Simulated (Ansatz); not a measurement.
# C2H2In: the cost of one run

All numbers below are computed with Ansatz 0.2.0 (UKS PBE0-D4/def2-SVP).

### 1 Starting point

Bond lengths: C1–C2 1.206 Å, C2–In3 2.299 Å, C1–H4 1.058 Å. Angles: C1–C2–In3 179.7°, C2–C1–H4 179.9°.

Structure file:

```xyz
5

C    -1.6551   -0.2213   -0.1971
C    -0.5084    0.1523   -0.2080
In    1.6818    0.8513   -0.2303
H    -2.6607   -0.5495   -0.1851
H     3.1424   -0.2327    0.8206
```

### 2 Preparing the start

input.yaml reads:

```yaml
crystal:
  periodic: [false, false, false]
  atoms:
    - { symbol: C, position_ang: [-1.65512, -0.22129, -0.19711] }
    - { symbol: C, position_ang: [-0.50841, 0.15226, -0.208] }
    - { symbol: In, position_ang: [1.68179, 0.85132, -0.23034] }
    - { symbol: H, position_ang: [-2.6607, -0.54954, -0.1851] }
    - { symbol: H, position_ang: [3.14243, -0.23274, 0.82055] }
magnetization:
  spin_polarized: true
  initial_magnetization: 1
basis:
  gaussian: { orbitals: def2-SVP }
hamiltonian:
  xc: pbe0
  dispersion: d4
relax:
  f_tol: 0.02
  max_steps: 40
output:
  orbitals: {}
```

Started as:

```bash
$ ansatz run input.yaml --threads 1 --pin off --max-ram 2048MiB --backend cpu --events-out ev --progress --plain --runs-dir out
```

Q: Estimate wall time and peak memory on 1 thread of Arm Neoverse V1, shared host.

About 27 s, with a peak of 0.16 GiB.
